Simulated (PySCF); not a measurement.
# InTe: the SCF solver's settings

The same problem is solved with other solver options, one edit a run.

Method: each script names its method and basis; program: PySCF 2.14.0.

3 further runs of the same task are left out: 3 that didn't finish.

**1. Starting geometry**

InTe: 2 atoms, charge 0, spin multiplicity 2.

Bond lengths: In1–Te2 2.845 Å.

**2. The run that the others are compared with**

Contents of input.py:

```python
from pyscf import gto, scf
from pyscf.hessian import thermo

mol = gto.M(
    atom='In 0 0 0; Te 0 0 2.845',
    basis='def2-svp',
    ecp={'In': 'def2-svp', 'Te': 'def2-svp'},
    charge=0,
    spin=1,
    verbose=4,
)
mf = scf.UHF(mol)
mf.kernel()
hess = mf.Hessian().kernel()
print('wavenumber (cm^-1) =', thermo.harmonic_analysis(mol, hess)['freq_wavenumber'].round(1))
mf.dip_moment()
print('orbital energies (hartree):', [e[max(0, n-3):n+3].round(4) for e, n in zip(mf.mo_energy, mol.nelec)])
```

Launch:

```
$ OMP_NUM_THREADS=1 python input.py
```

The log of this run is left out.

It gives: E(SCF) = -456.242760 Eh, ⟨S²⟩ = 0.795, μ = 5.25 D, wavenumbers 119 cm⁻¹.

The bond length is a typed value, not an optimised one, so the wavenumber is not that of the minimum.

**3. Convergence threshold 1e-07 hartree**

Run 1 changes convergence threshold: default → 1e-07 hartree.

Edit input.py of step 2 so:

```diff
@@ -12,2 +12,3 @@
 mf = scf.UHF(mol)
+mf.conv_tol = 1e-07
 mf.kernel()
```

Launch:

```
$ OMP_NUM_THREADS=1 python input.py
```

Standard output:

```text
PySCF version 2.14.0

[INPUT] verbose = 4
[INPUT] num. atoms = 2
[INPUT] num. electrons = 45
[INPUT] charge = 0
[INPUT] spin (= nelec alpha-beta = 2S) = 1
[INPUT] symmetry False subgroup None
[INPUT] Mole.unit = angstrom
[INPUT] Symbol           X                Y                Z      unit          X                Y                Z       unit  Magmom
[INPUT]  1 In     0.000000000000   0.000000000000   0.000000000000 AA    0.000000000000   0.000000000000   0.000000000000 Bohr   0.0
[INPUT]  2 Te     0.000000000000   0.000000000000   2.845000000000 AA    0.000000000000   0.000000000000   5.376270824388 Bohr   0.0

nuclear repulsion = 93.7452774353884
number of shells = 20
number of NR pGTOs = 122
number of NR cGTOs = 52
basis = def2-svp
ecp = {'In': 'def2-svp', 'Te': 'def2-svp'}

******** <class 'pyscf.scf.uhf.UHF'> ********
method = UHF
initial guess = minao
damping factor = 0
level_shift factor = 0
DIIS = <class 'pyscf.scf.diis.CDIIS'>
diis_start_cycle = 1
diis_space = 8
diis_damp = 0
SCF conv_tol = 1e-07
SCF conv_tol_grad = None
SCF max_cycles = 50
direct_scf = True
direct_scf_tol = 1e-13
number electrons alpha = 23  beta = 22
Set gradient conv threshold to 0.000316228
init E= -405.865493761266
[... the frontier-level lines of each cycle are left out ...]

cycle= 1 E= -455.002632861872  delta_E= -49.1  |g|= 1.54  |ddm|= 9.69
cycle= 2 E= -454.076212290233  delta_E= 0.926  |g|=  1.3  |ddm|= 4.25
cycle= 3 E= -455.87808314825  delta_E= -1.8  |g|= 0.55  |ddm|= 2.81
cycle= 4 E= -456.212769627755  delta_E= -0.335  |g|= 0.112  |ddm|= 1.04
cycle= 5 E= -456.234803054662  delta_E= -0.022  |g|= 0.0431  |ddm|= 0.305
cycle= 6 E= -456.240000817282  delta_E= -0.0052  |g|= 0.0221  |ddm|= 0.149
cycle= 7 E= -456.242169152943  delta_E= -0.00217  |g|= 0.00908  |ddm|= 0.123
cycle= 8 E= -456.24254039252  delta_E= -0.000371  |g|= 0.00505  |ddm|= 0.0458
cycle= 9 E= -456.242687436251  delta_E= -0.000147  |g|= 0.00291  |ddm|= 0.0282
cycle= 10 E= -456.242754529241  delta_E= -6.71e-05  |g|= 0.000874  |ddm|= 0.028
cycle= 11 E= -456.24275899741  delta_E= -4.47e-06  |g|= 0.000369  |ddm|= 0.00632
cycle= 12 E= -456.242759774033  delta_E= -7.77e-07  |g|= 0.00023  |ddm|= 0.00207
cycle= 13 E= -456.242760195439  delta_E= -4.21e-07  |g|= 0.000113  |ddm|= 0.00178
cycle= 14 E= -456.242760309806  delta_E= -1.14e-07  |g|= 4.51e-05  |ddm|= 0.00106
cycle= 15 E= -456.242760324956  delta_E= -1.51e-08  |g|= 2.24e-05  |ddm|= 0.000354
Extra cycle  E= -456.242760326669  delta_E= -1.71e-09  |g|= 1.58e-05  |ddm|= 7e-05
converged SCF energy = -456.242760326669  <S^2> = 0.79490196  2S+1 = 2.0444089
wavenumber (cm^-1) = [118.6]
Dipole moment(X, Y, Z, Debye):  0.00000, -0.00000, -5.24751
orbital energies (hartree): [array([-0.3294, -0.2902, -0.2902,  0.0066,  0.0066,  0.0717]), array([-0.4148, -0.2756, -0.2756, -0.0369,  0.0121,  0.0121])]
```

It took 16 s on 1 thread of Arm Neoverse V2, shared host.

This run: E(SCF) = -456.242760 Eh (no change), 15 cycles, ⟨S²⟩ = 0.795, μ = 5.25 D, wavenumbers 119 cm⁻¹.

**4. Level shift 0.1 hartree**

Run 2 changes level shift: none → 0.1 hartree.

Edit input.py of step 2 so:

```diff
@@ -12,2 +12,3 @@
 mf = scf.UHF(mol)
+mf.level_shift = 0.1
 mf.kernel()
```

Launch:

```
$ OMP_NUM_THREADS=1 python input.py
```

Standard output:

```text
[... 24 set-up lines left out, the same as in an earlier log ...]
level_shift factor = 0.1
[... 4 set-up lines left out, the same as in an earlier log ...]
SCF conv_tol = 1e-09
[... 5 set-up lines left out, the same as in an earlier log ...]
Set gradient conv threshold to 3.16228e-05
init E= -405.865493761266
[... the frontier-level lines of each cycle are left out ...]

cycle= 1 E= -455.128518595124  delta_E= -49.3  |g|=  1.5  |ddm|= 9.62
cycle= 2 E= -455.73674729888  delta_E= -0.608  |g|= 0.811  |ddm|= 3.51
cycle= 3 E= -456.20493450216  delta_E= -0.468  |g|= 0.171  |ddm|= 1.24
cycle= 4 E= -456.232378175495  delta_E= -0.0274  |g|= 0.0509  |ddm|= 0.33
cycle= 5 E= -456.238386406522  delta_E= -0.00601  |g|= 0.0276  |ddm|= 0.143
cycle= 6 E= -456.241382731302  delta_E= -0.003  |g|= 0.0139  |ddm|= 0.119
cycle= 7 E= -456.242352841041  delta_E= -0.00097  |g|= 0.00677  |ddm|= 0.0754
cycle= 8 E= -456.242619233559  delta_E= -0.000266  |g|= 0.00386  |ddm|= 0.0361
cycle= 9 E= -456.242728733204  delta_E= -0.000109  |g|= 0.00171  |ddm|= 0.0267
cycle= 10 E= -456.242750227363  delta_E= -2.15e-05  |g|= 0.000937  |ddm|= 0.0111
cycle= 11 E= -456.242757067538  delta_E= -6.84e-06  |g|= 0.000518  |ddm|= 0.00643
cycle= 12 E= -456.242759333451  delta_E= -2.27e-06  |g|= 0.000276  |ddm|= 0.00388
cycle= 13 E= -456.242760010072  delta_E= -6.77e-07  |g|= 0.000152  |ddm|= 0.00215
cycle= 14 E= -456.242760218905  delta_E= -2.09e-07  |g|= 9.35e-05  |ddm|= 0.00112
cycle= 15 E= -456.242760301097  delta_E= -8.22e-08  |g|= 4.97e-05  |ddm|= 0.000737
cycle= 16 E= -456.24276032537  delta_E= -2.43e-08  |g|= 2.05e-05  |ddm|= 0.000481
cycle= 17 E= -456.24276032822  delta_E= -2.85e-09  |g|= 9.85e-06  |ddm|= 0.000161
cycle= 18 E= -456.242760328643  delta_E= -4.23e-10  |g|= 4.49e-06  |ddm|= 6.06e-05
Extra cycle  E= -456.242760328695  delta_E= -5.21e-11  |g|= 2.26e-06  |ddm|= 1.34e-05
converged SCF energy = -456.242760328695  <S^2> = 0.79493597  2S+1 = 2.0444422
wavenumber (cm^-1) = [118.6]
Dipole moment(X, Y, Z, Debye): -0.00000,  0.00000, -5.24742
orbital energies (hartree): [array([-0.3294, -0.2902, -0.2902,  0.0066,  0.0066,  0.0717]), array([-0.4148, -0.2756, -0.2756, -0.0369,  0.0121,  0.0121])]
```

Wall time 16 s (1 thread of Arm Neoverse V2, shared host).

This run: E(SCF) = -456.242760 Eh (no change), 18 cycles, ⟨S²⟩ = 0.795, μ = 5.25 D, wavenumbers 119 cm⁻¹.

**5. Side by side**

```csv
run,E(SCF) (hartree),from base (eV),cycles,"gap, α spin (eV)",SCF dipole (D),after the SCF
base,-456.242760,0,17,8.08,5.25,highest mode 119 cm⁻¹
convergence threshold 1e-07 hartree,-456.242760,0.0000,15,8.08,5.25,highest mode 119 cm⁻¹
level shift 0.1 hartree,-456.242760,0.0000,18,8.08,5.25,highest mode 119 cm⁻¹
```

Wall time on 1 thread of Arm Neoverse V2, shared host, start-up included: base 16 s; convergence threshold 1e-07 hartree 16 s; level shift 0.1 hartree 16 s.

Distance from each run's final energy (log10 hartree) by cycle:

```csv
run,cycle 1,cycle 2,cycle 3,cycle 5,cycle 8,cycle 12
base,0.1,0.3,-0.4,-2.1,-3.7,-6.3
convergence threshold 1e-07 hartree,0.1,0.3,-0.4,-2.1,-3.7,-6.3
level shift 0.1 hartree,0.0,-0.3,-1.4,-2.4,-3.9,-6.0
```

**Reading.** With convergence threshold 1e-07 hartree or level shift 0.1 hartree the SCF ends at the base energy.
